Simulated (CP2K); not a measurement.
**Two attempts at GaAsH4 (SMILES [GaH2][AsH2])**

Aim: the energy of GaAsH4 at IPEA1-xTB.

The results are computed with CP2K 2026.2.

4 further runs of the same task are left out: 2 that didn't finish, 2 set aside as unsound or not needed.

## 1. The structure to begin with

GaAsH4 has 6 atoms, charge 0, and is taken as a singlet. SMILES: `[GaH2][AsH2]`. Geometry: a GFN2-xTB relaxation, a rough one for these elements and not checked as a minimum.

Bond lengths: Ga1–As2 2.424 Å, Ga1–H3 1.610 Å, Ga1–H4 1.609 Å, As2–H5 1.509 Å, As2–H6 1.513 Å. Angles: Ga1–As2–H5 86.7°, Ga1–As2–H6 86.8°, As2–Ga1–H3 124.5°, As2–Ga1–H4 128.6°, H5–As2–H6 89.0°, H3–Ga1–H4 106.9°.

## 2. Try one

Contents of mol.inp:

```
&GLOBAL
    PROJECT mol
    RUN_TYPE ENERGY
    PRINT_LEVEL MEDIUM
&END GLOBAL
&FORCE_EVAL
    METHOD QUICKSTEP
    &DFT
        &QS
            METHOD XTB
            EPS_DEFAULT 1.0E-10
            &XTB
                GFN_TYPE TBLITE
                &TBLITE
                    METHOD IPEA1
                &END TBLITE
                CHECK_ATOMIC_CHARGES F
            &END XTB
        &END QS
        &POISSON
            PERIODIC NONE
            POISSON_SOLVER ANALYTIC
        &END POISSON
        &SCF
            SCF_GUESS ATOMIC
            EPS_SCF 1.0E-06
            MAX_SCF 75
            ADDED_MOS 8
            &DIAGONALIZATION
                ALGORITHM STANDARD
            &END DIAGONALIZATION
            &MIXING
                METHOD DIRECT_P_MIXING
                ALPHA 0.4
            &END MIXING
            &SMEAR ON
                METHOD FERMI_DIRAC
                ELECTRONIC_TEMPERATURE [K] 300
            &END SMEAR
        &END SCF
        &PRINT
            &MOMENTS
                PERIODIC F
                REFERENCE COM
                MAX_MOMENT 1
            &END MOMENTS
            &MO ON
                ENERGIES T
                OCCUPATION_NUMBERS T
                NDIGITS 6
                &EACH
                    QS_SCF 0
                &END EACH
                ADD_LAST NUMERIC
            &END MO
            &HIRSHFELD OFF
            &END HIRSHFELD
        &END PRINT
    &END DFT
    &SUBSYS
        &CELL
            ABC 19.4 19.4 17.8
            PERIODIC NONE
        &END CELL
        &COORD
            Ga    -0.464760    -0.770390    -0.271560
            As     0.369240     1.500550    -0.427600
            H      0.116920    -1.888760     0.729810
            H     -1.665560    -1.457060    -1.093730
            H      1.693460     0.952870     0.046150
            H      0.569240     1.500550    -0.427600
        &END COORD
        &TOPOLOGY
            &CENTER_COORDINATES
            &END CENTER_COORDINATES
        &END TOPOLOGY
    &END SUBSYS
&END FORCE_EVAL
```

Command:

```
$ OMP_NUM_THREADS=1 cp2k.psmp mol.inp > mol.out
```

What it wrote:

```text
CP2K| version string:                                       CP2K version 2026.2
[...]
 GLOBAL| Method name                                                        CP2K
[...]
 GLOBAL| Run type                                                         ENERGY
[...]
                             - Atoms:                                          6
[...]
                             - Spherical basis functions:                     26
[...]
 *** WARNING in particle_methods.F:720 :: The distance between the atoms 2 ***
 *** and 6 is only 0.200 angstrom and thus smaller than the threshold of   ***
 *** 0.500 angstrom                                                        ***
[...]
 Number of electrons:                                                         12
[...]
  *** SCF run converged in    10 steps ***
[...]
  Fermi energy:                                                -0.30092483836544
[...]
 TB_DIPOLE| Moment [Debye]          1.41942176       1.52681483       0.02396839
 TB_DIPOLE| Derivative [a.u.]       0.00000000       0.00000000       0.00000000
[...]
 ENERGY| Total FORCE_EVAL ( QS ) energy [hartree]             83.442527328406896
[...]
```

Run time: 0.47 s. Hardware: 1 thread of Arm Neoverse N1, shared host; peak memory 0.14 GiB.

## 3. Diagnosis

The run finished; that doesn't make the result usable.

Cause: two atoms lie on top of or far too near each other. As the program read them, the closest atoms are 0.20 Å apart, against 1.51 Å in the sound input.

## 4. Second attempt

Contents of job.inp:

```
&GLOBAL
    PROJECT job
    RUN_TYPE ENERGY
    PRINT_LEVEL MEDIUM
&END GLOBAL

&FORCE_EVAL
    METHOD QUICKSTEP
    &DFT
        CHARGE 0
        MULTIPLICITY 1
        &QS
            METHOD XTB
            EPS_DEFAULT 1.0E-10
            &XTB
                GFN_TYPE TBLITE
                &TBLITE
                    METHOD IPEA1
                &END TBLITE
                CHECK_ATOMIC_CHARGES F
            &END XTB
        &END QS
        &POISSON
            PERIODIC NONE
            POISSON_SOLVER ANALYTIC
        &END POISSON
        &SCF
            SCF_GUESS ATOMIC
            EPS_SCF 1.0E-06
            MAX_SCF 150
            ADDED_MOS 8
            &DIAGONALIZATION
                ALGORITHM STANDARD
            &END DIAGONALIZATION
            &MIXING
                METHOD DIRECT_P_MIXING
                ALPHA 0.4
            &END MIXING
            &SMEAR ON
                METHOD FERMI_DIRAC
                ELECTRONIC_TEMPERATURE [K] 300
            &END SMEAR
        &END SCF
        &PRINT
            &MOMENTS
                PERIODIC F
                REFERENCE COM
                MAX_MOMENT 1
            &END MOMENTS
            &MO ON
                ENERGIES T
                OCCUPATION_NUMBERS T
                NDIGITS 6
                &EACH
                    QS_SCF 0
                &END EACH
                ADD_LAST NUMERIC
            &END MO
            &HIRSHFELD OFF
            &END HIRSHFELD
        &END PRINT
    &END DFT
    &SUBSYS
        &CELL
            ABC [angstrom] 19.4 19.6 18.1
            PERIODIC NONE
        &END CELL
        &COORD
            Ga    -0.464760    -0.770390    -0.271560
            As     0.369240     1.500550    -0.427600
            H      0.116920    -1.888760     0.729810
            H     -1.665560    -1.457060    -1.093730
            H      1.693460     0.952870     0.046150
            H     -0.049290     1.662800     1.016930
        &END COORD
        &TOPOLOGY
            &CENTER_COORDINATES
            &END CENTER_COORDINATES
        &END TOPOLOGY
    &END SUBSYS
&END FORCE_EVAL
```

Command:

```
$ OMP_NUM_THREADS=1 cp2k.psmp -i job.inp -o job.out
```

What it wrote:

```text
CP2K| version string:                                       CP2K version 2026.2
[...]
 GLOBAL| Method name                                                        CP2K
[...]
 GLOBAL| Run type                                                         ENERGY
[...]
                             - Atoms:                                          6
[...]
                             - Spherical basis functions:                     26
[...]
 Number of electrons:                                                         12
[...]
  *** SCF run converged in    10 steps ***
[...]
  Fermi energy:                                                -0.30022977392121
[...]
 TB_DIPOLE| Moment [Debye]          0.64218182       1.26410193       0.32155448
 TB_DIPOLE| Derivative [a.u.]       0.00000000       0.00000000       0.00000000
[...]
 ENERGY| Total FORCE_EVAL ( QS ) energy [hartree]             -6.547335631751248
[...]
```

Wall time 0.49 s (1 thread of Arm Neoverse N1, shared host); peak memory 0.14 GiB.

## 5. Outcome

Level: IPEA1-xTB.

```
                                 quantity        value
                             total energy  -6.54734 Eh
dipole moment (from atomic charges alone)       1.45 D
                              HOMO energy    -11.80 eV
                              LUMO energy     -7.26 eV
                            HOMO–LUMO gap      4.54 eV
```

What this shows: The first attempt's energy was +2448.749 eV off this one. The dipole comes from point charges on the atoms alone, without atomic dipoles, so it is partial.
